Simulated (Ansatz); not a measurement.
# CoB3W3: relaxing cell and atoms

Wanted: the geometry at rest of CoB3W3 (a database entry, slightly rescaled), relaxing cell and atoms, and its electronic structure there.

Method: DFT, PBEsol, collinear spin, plane waves, PAW, in Ansatz 0.2.0.

**1. The cell**

Symmetry: Cmcm, No. 63, orthorhombic system. The conventional cell has a = 3.169 Å, b = 8.413 Å, c = 10.716 Å, α = 90.00°, β = 90.00°, γ = 90.00°. W (site symmetry m) is surrounded by 6 B at 2.29 to 2.56 Å and 3 Co at 2.63 to 2.69 Å. B (site symmetry m) has 1 B at 1.74 Å and 2 Co at 2.15 Å and 4 W at 2.29 Å as nearest neighbours. W (site symmetry m2m) has 7 B at 2.29 to 2.48 Å as nearest neighbours. B (site symmetry m2m) is surrounded by 2 B at 1.74 Å and 7 W at 2.32 to 2.48 Å. Co (site symmetry 2/m) has 4 B at 2.15 Å as nearest neighbours.

Coordinates:

```xyz
14
Lattice="1.5847 4.2063 0.0000 1.5847 -4.2063 0.0000 0.0000 0.0000 -10.7162" Properties=species:S:1:pos:R:3 pbc="T T T"
W     1.5847   -2.4388   -9.5760
W     1.5847    2.4388   -4.2179
W     1.5847    2.4388   -1.1402
W     1.5847   -2.4388   -6.4983
B     1.5847    3.4248   -9.4988
B     1.5847   -3.4248   -4.1407
B     1.5847   -3.4248   -1.2174
B     1.5847    3.4248   -6.5754
W     1.5847    0.0000   -8.0371
W     1.5847    0.0000   -2.6790
B     1.5847    2.4843   -8.0371
B     1.5847   -2.4843   -2.6790
Co    1.5847    0.0000    0.0000
Co    1.5847    0.0000   -5.3581
```

The first density is read from a saved solution for the starting cell.

**2. The relaxation**

input.yaml

```yaml
crystal:
  lattice:
    - [1.58474801, 4.20634975, 0.0]
    - [1.58474801, -4.20634975, 0.0]
    - [0.0, 0.0, -10.71615296]
  atoms:
    - { symbol: W, position: [0.2101, 0.7899, 0.8936], spin: 1.0 }
    - { symbol: W, position: [0.7899, 0.2101, 0.3936], spin: 1.0 }
    - { symbol: W, position: [0.7899, 0.2101, 0.1064], spin: 1.0 }
    - { symbol: W, position: [0.2101, 0.7899, 0.6064], spin: 1.0 }
    - { symbol: B, position: [0.9071, 0.0929, 0.8864] }
    - { symbol: B, position: [0.0929, 0.9071, 0.3864] }
    - { symbol: B, position: [0.0929, 0.9071, 0.1136] }
    - { symbol: B, position: [0.9071, 0.0929, 0.6136] }
    - { symbol: W, position: [0.5, 0.5, 0.75], spin: 1.0 }
    - { symbol: W, position: [0.5, 0.5, 0.25], spin: 1.0 }
    - { symbol: B, position: [0.7953, 0.2047, 0.75] }
    - { symbol: B, position: [0.2047, 0.7953, 0.25] }
    - { symbol: Co, position: [0.5, 0.5, 0.0], spin: 3.0 }
    - { symbol: Co, position: [0.5, 0.5, 0.5], spin: 3.0 }
kpoints:
  mp_grid: { grid: [6, 6, 2], shift: [0, 0, 0] }
magnetization:
  spin_polarized: true
scf:
  occupations: { method: fermi_dirac }
  lower_state_search: "off"
hamiltonian:
  pseudopotentials: { kind: paw }
  xc: pbesol
basis:
  ecutwfc: 420
  fft_grid_basis: typed
relax:
  max_steps: 60
  cell: { p_target: 0.0 }
  f_tol: 0.03
output:
  forces: true
  stress: true
  eigenvalues: true
  populations: true
  elf: true
  write_potential: true
  volumetric_format: npy
  dos:
    e_range: [-12, 8]
    de: 0.05
    projected: { site_lists: { B: [B], Co: [Co], W: [W] } }
  write_density: true
  bader: false
checkpoint:
  read: saved_state
```

Started as:

```sh
ansatz run input.yaml --threads 2 --pin off --max-ram 4096MiB --backend cpu --events-out ev --progress --plain --runs-dir out
```

What does the calculation give? Wanted: moves; energy gained; largest move; cell; volume; pressure at the end; character; moments.

As calculated:

| quantity | value |
| --- | --- |
| moves | 5 |
| energy gained | 44.5 meV/atom |
| largest move | 0.14 Å (B) |
| space group (0.01 Å), before / after | Cmcm / Cmcm |
| cell | a = 4.483 Å, b = 4.483 Å, c = 10.696 Å, α = 90.00°, β = 90.00°, γ = 138.70° |
| volume | 10.14 Å³/atom (-0.7 %) |
| pressure at the end | -0.01 GPa |
| formation energy (elements from separate runs) | -0.51 eV/atom |
| character | metal |
| density of states, mean within 0.25 eV of the Fermi level | 5.9 per eV per cell |
| moments | none |

What this shows: The volume shrank by 0.7 %, and the largest move of an atom is 0.14 Å apart from the change of the cell; the energy fell by 44.5 meV per atom. With 8 symmetry operations imposed, the end may be a saddle point towards distortions that break them. It ends without moments, but no search for a magnetic state was made at this geometry, so one may lie lower. The cell is metallic; within 0.25 eV of the Fermi level the density of states averages 5.9 per eV per cell, mostly W d (57 %) and Co d (29 %). The state carries no moments. Set against separate runs on the elements (W bcc, alpha-rhombohedral (B12), Co hcp), it forms at -0.51 eV per atom, which says nothing yet of rival compounds.

Limits of this run: the k mesh is coarse for a cell without a gap.
